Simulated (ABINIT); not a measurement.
Crystal: HPbNO4.

```xyz
7
Lattice="3.8571 0.0018 -0.0366 0.1735 4.3344 -0.0165 0.7580 0.8387 5.8766" Properties=species:S:1:pos:R:3 pbc="T T T"
H     2.6784    4.0493    1.1289
Pb    3.2640    2.7055    5.3570
N     3.1776    1.4531    2.9117
O     1.3252    2.6900    4.5562
O     2.9731    4.6255    2.8902
O     2.3661    4.0462    0.1903
O     3.3249    2.1006    1.8421
```

The cell was built by a generator and needn't be a form met in nature.

Base run:

| Property | Result |
| --- | --- |
| Program | ABINIT 10.8.3 (patched build) |
| Functional | BLYP |
| Potentials or basis | Ansatz PAW PBE default generated set, frozen core |
| Cutoff | 517 eV |
| k mesh | 5 × 4 × 4 |
| Occupations | fermi-dirac, width 0.05 eV |
| Spin | no spin polarisation |

Its results: band gap on the k mesh 0.26 eV, indirect (least direct gap 0.45 eV); pressure 2.5 GPa; largest force 0.242 eV/Å.

Task: After a change of settings the same cell gave: band gap on the k mesh 0.27 eV, indirect (least direct gap 0.45 eV); pressure -4.9 GPa; largest force 0.704 eV/Å. Which change was it?
A. functional from BLYP to SCAN
B. functional from BLYP to RPBE
C. functional from BLYP to LDA

Result: A.

Caveats: the atomic spheres overlap; the PAW data sets were made with another functional, which shifts forces and pressure a little; spin-orbit coupling is left out, which as a rule narrows the gap of such compounds by several tenths of an eV.

Runs at the PBE level aren't shown here.
